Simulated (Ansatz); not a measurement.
# ZrTeBr: the cost of one run

Method: DFT PBE, scalar-relativistic, plane waves, PAW, in Ansatz 0.2.0.

2 further runs of the same task are left out: 1 that didn't finish, 1 set aside as unsound or not needed.

### 1 The structure to begin with

It takes space group P-6m2 (No. 187, hexagonal). The conventional cell has a = 4.793 Å, b = 4.793 Å, c = 5.283 Å, α = 90.00°, β = 90.00°, γ = 120.00°. Zr (site symmetry -6m2) is surrounded by 3 Te at 2.77 Å and 6 Br at 3.83 Å. Te (site symmetry -6m2) has 3 Zr at 2.77 Å as nearest neighbours. Br (site symmetry -6m2) is surrounded by 6 Zr at 3.83 Å and 6 Te at 3.83 Å.

As a file:

```
CELL_PARAMETERS angstrom
4.79257 0.00000 0.00000
-2.39628 4.15049 0.00000
0.00000 0.00000 5.28335
ATOMIC_POSITIONS crystal
Zr 0.00000 0.00000 0.50000
Te 0.33333 0.66667 0.50000
Br 0.66667 0.33333 0.00000
```

A structure generator made this guess: species swapped into a database cell of BaAlSn (P-6m2, No. 187), with Br on the Ba sites, Zr on the Al sites and Te on the Sn sites. The dimensions are guesses.

### 2 The guess as it stands, on a coarse mesh

input.yaml reads:

```yaml
crystal:
  lattice:
    - [4.79256794, 0.0, 0.0]
    - [-2.39628397, 4.15048559, 0.0]
    - [0.0, 0.0, 5.28334517]
  atoms:
    - { symbol: Zr, position: [0.0, 0.0, 0.5] }
    - { symbol: Te, position: [0.33333333, 0.66666667, 0.5] }
    - { symbol: Br, position: [0.66666667, 0.33333333, 0.0] }
basis:
  ecutwfc: 420
kpoints:
  mp_grid: { grid: [6, 6, 4] }
hamiltonian:
  xc: pbe
scf:
  occupations: { method: gaussian, width: 0.1 }
  lower_state_search: "off"
output:
  forces: true
  stress: true
  eigenvalues: true
```

Run with:

```bash
ansatz run input.yaml --threads 1 --pin off --max-ram 2048MiB --backend cpu --events-out ev --progress --plain --runs-dir out
```

**Question.** How long does this run take on 1 thread of Intel Xeon 6975P-C (Granite Rapids), shared host, and how much memory does it need?

About 2.4 s, with a peak of 0.41 GiB.
